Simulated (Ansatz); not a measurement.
# GaH3OSe: a ladder of functionals and wavefunction methods

An exercise on one series of results from a longer session: the logs are not shown, and one member is left open.

Computed with Ansatz 0.2.0, Gaussian basis. Level: functionals in def2-TZVPP, the program's frozen cores in correlated methods.

The runs, in order: LDA (SPW92), PBE-D4, revPBE-D4, BLYP-D4, r2SCAN-D4, B97M-V, PBE0-D4, B3LYP-D4, r2SCANh-D4, r2SCAN0-D4, HSE06-D4, BHLYP-D4, CAM-B3LYP-D4, LC-ωPBE, ωB97X-V, ωB97M-V, B2PLYP, PBE-QIDH; CCSD(T)/def2-SVP; CCSD(T)/def2-TZVPP; MP2/def2-QZVPP; extrapolation to the limit; RPA on PBE.

### The relaxed structure

An earlier PBE0-D4 in a triple-zeta def2 set relaxation fixed the geometry.

SMILES `[OH][GaH][SeH]`, 6 atoms, charge 0, spin multiplicity 1.

Atoms are counted from 1 here; the program's logs count them from 0.

Bond lengths: O1–Ga2 1.782 Å, O1–H4 0.959 Å, Ga2–Se3 2.328 Å, Ga2–H5 1.550 Å, Se3–H6 1.469 Å. Angles: Ga2–O1–H4 114.9°, O1–Ga2–Se3 119.4°, O1–Ga2–H5 118.2°, Se3–Ga2–H5 122.4°, Ga2–Se3–H6 93.1°.

Set-up of the first run:

in.yaml

```yaml
crystal:
  periodic: [false, false, false]
  atoms:
    - {symbol: O, position_ang: [-0.993187, -1.235105, 0.178177]}
    - {symbol: Ga, position_ang: [0.020494, -0.150485, -0.807364]}
    - {symbol: Se, position_ang: [1.211531, 1.558049, 0.233446]}
    - {symbol: H, position_ang: [-0.988605, -1.047062, 1.118650]}
    - {symbol: H, position_ang: [0.072741, -0.385970, -2.338381]}
    - {symbol: H, position_ang: [0.719228, 1.196573, 1.569372]}
basis:
  gaussian: {orbitals: def2-TZVPP}
hamiltonian: {xc: lda}
output: {orbitals: {seedname: orbitals}}
```

Started as:

```sh
$ ansatz run in.yaml --threads 2 --pin off --events-out ev --progress --plain --max-ram 4352MiB
```

Among the steps run: LDA; PBE-D4 (GGA); revPBE-D4 (GGA); BLYP-D4 (GGA); r2SCAN-D4 (meta-GGA); B97M-V (meta-GGA); B3LYP-D4 (hybrid); r2SCANh-D4 (hybrid); r2SCAN0-D4 (hybrid); HSE06-D4 (hybrid); BHLYP-D4 (hybrid); CAM-B3LYP-D4 (range-separated); LC-ωPBE (range-separated); ωB97X-V (range-separated); ωB97M-V (range-separated); B2PLYP (double hybrid); PBE-QIDH (double hybrid).

One of the session's tables, all rows but one given; the rest of the session is left out.

It belongs to the step «Orbital energies across the functionals». 

| functional | HOMO (eV) | gap (eV) |
| --- | --- | --- |
| LDA (SPW92) | -6.41 | 4.45 |
| PBE-D4 | -6.25 | 4.56 |
| revPBE-D4 | -6.20 | 4.62 |
| BLYP-D4 | -6.09 | 4.46 |
| r2SCAN-D4 | -6.55 | 5.10 |
| B97M-V | -6.59 | 4.98 |
| PBE0-D4 | -7.41 | 6.47 |
| B3LYP-D4 | -7.17 | 5.97 |
| r2SCANh-D4 | -6.97 | 5.79 |
| r2SCAN0-D4 | -7.61 | 6.81 |
| HSE06-D4 | -7.01 | 5.71 |
| BHLYP-D4 | -8.40 | 8.19 |
| CAM-B3LYP-D4 | ? | ? |
| LC-ωPBE | -10.04 | 11.13 |
| ωB97X-V | -9.69 | 10.65 |
| ωB97M-V | -9.55 | 10.31 |

**Question.** Estimate the row for CAM-B3LYP-D4.

**Answer.** HOMO (eV): -8.68; gap (eV): 8.62. In the column «HOMO (eV)» it lies between ωB97M-V (-9.55) and BHLYP-D4 (-8.40).
